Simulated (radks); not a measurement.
# Rh⁺ with its nuclear charge varied continuously

What is the energy between the elements? 44 electrons are held in [Kr] 4d8 while Z is changed in small steps.

Method: Dirac Kohn-Sham, PBE, spin-unpolarised, spherical densities, point nucleus; open shells fill j = l - 1/2 first. Code: radks (a radial shooting solver on a logarithmic mesh, Libxc functionals) version 1.

**1. The atom as given**

| Quantity | Value |
| --- | --- |
| element | rhodium (Z = 45) |
| charge | +1 |
| electrons | 44 |
| configuration | [Kr] 4d8 |

**2. Z = 45**

The run's settings:

```text
Z 45
configuration [Kr] 4d8
relativity Dirac
functional pbe,pbe
spin unpolarised
j_filling energy
nucleus point
c 137.035999084
```

**3. Z = 44**

Changes since step 2:

```diff
@@ -1,2 +1,2 @@
-Z 45
+Z 44
 configuration [Kr] 4d8
```

**4. Z = 44.1**

Changes since step 3:

```diff
@@ -1,2 +1,2 @@
-Z 44
+Z 44.1
 configuration [Kr] 4d8
```

**5. Z = 44.2**

Changes since step 4:

```diff
@@ -1,2 +1,2 @@
-Z 44.1
+Z 44.2
 configuration [Kr] 4d8
```

**6. Z = 44.3**

Changes since step 5:

```diff
@@ -1,2 +1,2 @@
-Z 44.2
+Z 44.3
 configuration [Kr] 4d8
```

**7. Z = 44.4**

Changes since step 6:

```diff
@@ -1,2 +1,2 @@
-Z 44.3
+Z 44.4
 configuration [Kr] 4d8
```

**8. Z = 44.5**

Changes since step 7:

```diff
@@ -1,2 +1,2 @@
-Z 44.4
+Z 44.5
 configuration [Kr] 4d8
```

**9. Z = 44.6**

Changes since step 8:

```diff
@@ -1,2 +1,2 @@
-Z 44.5
+Z 44.6
 configuration [Kr] 4d8
```

**10. Z = 44.7**

Changes since step 9:

```diff
@@ -1,2 +1,2 @@
-Z 44.6
+Z 44.7
 configuration [Kr] 4d8
```

**11. Z = 44.8**

Changes since step 10:

```diff
@@ -1,2 +1,2 @@
-Z 44.7
+Z 44.8
 configuration [Kr] 4d8
```

**12. Z = 44.9**

Changes since step 11:

```diff
@@ -1,2 +1,2 @@
-Z 44.8
+Z 44.9
 configuration [Kr] 4d8
```

**13. Z = 45.1**

Changes since step 12:

```diff
@@ -1,2 +1,2 @@
-Z 44.9
+Z 45.1
 configuration [Kr] 4d8
```

**14. Z = 45.2**

Changes since step 13:

```diff
@@ -1,2 +1,2 @@
-Z 45.1
+Z 45.2
 configuration [Kr] 4d8
```

**15. Z = 45.3**

Changes since step 14:

```diff
@@ -1,2 +1,2 @@
-Z 45.2
+Z 45.3
 configuration [Kr] 4d8
```

**16. Z = 45.4**

Changes since step 15:

```diff
@@ -1,2 +1,2 @@
-Z 45.3
+Z 45.4
 configuration [Kr] 4d8
```

**17. Z = 45.5**

Changes since step 16:

```diff
@@ -1,2 +1,2 @@
-Z 45.4
+Z 45.5
 configuration [Kr] 4d8
```

**18. Z = 45.6**

Changes since step 17:

```diff
@@ -1,2 +1,2 @@
-Z 45.5
+Z 45.6
 configuration [Kr] 4d8
```

**19. Z = 45.7**

Changes since step 18:

```diff
@@ -1,2 +1,2 @@
-Z 45.6
+Z 45.7
 configuration [Kr] 4d8
```

**20. Z = 45.8**

Changes since step 19:

```diff
@@ -1,2 +1,2 @@
-Z 45.7
+Z 45.8
 configuration [Kr] 4d8
```

**21. Z = 45.9**

Changes since step 20:

```diff
@@ -1,2 +1,2 @@
-Z 45.8
+Z 45.9
 configuration [Kr] 4d8
```

**22. Z = 46**

Changes since step 21:

```diff
@@ -1,2 +1,2 @@
-Z 45.9
+Z 46
 configuration [Kr] 4d8
```

What does the calculation give? Wanted: for each run, Z; E; E(electron-nucleus)/Z; highest level; its energy; <r>.

As calculated:

```
   Z  E (hartree)  E(electron-nucleus)/Z (hartree)  highest level  its energy (eV)  <r> (bohr)
  44  -4531.56086                         -249.248          4d5/2           -3.010       1.842
44.1  -4556.52531                         -250.041          4d5/2           -3.865       1.804
44.2  -4581.56898                         -250.833          4d5/2           -4.766       1.769
44.3  -4606.69180                         -251.624          4d5/2           -5.710       1.736
44.4  -4631.89371                         -252.414          4d5/2           -6.696       1.705
44.5  -4657.17467                         -253.205          4d5/2           -7.721       1.677
44.6  -4682.53463                         -253.994          4d5/2           -8.784       1.650
44.7  -4707.97356                         -254.784          4d5/2           -9.884       1.625
44.8  -4733.49142                         -255.573          4d5/2          -11.019       1.600
44.9  -4759.08818                         -256.362          4d5/2          -12.188       1.578
  45  -4784.76383                         -257.151          4d5/2          -13.390       1.556
45.1  -4810.51834                         -257.939          4d5/2          -14.624       1.535
45.2  -4836.35169                         -258.728          4d5/2          -15.891       1.515
45.3  -4862.26388                         -259.516          4d5/2          -17.187       1.496
45.4  -4888.25490                         -260.304          4d5/2          -18.514       1.477
45.5  -4914.32473                         -261.092          4d5/2          -19.870       1.460
45.6  -4940.47338                         -261.881          4d5/2          -21.256       1.443
45.7  -4966.70085                         -262.669          4d5/2          -22.669       1.426
45.8  -4993.00712                         -263.457          4d5/2          -24.110       1.411
45.9  -5019.39221                         -264.245          4d5/2          -25.578       1.395
  46  -5045.85613                         -265.033          4d5/2          -27.073       1.381
```

At Z = 45 the central difference of E is -257.151 hartree, against -257.151 from the Hellmann-Feynman theorem. The top level goes from -3.010 eV at Z = 44 to -27.073 eV at Z = 46.
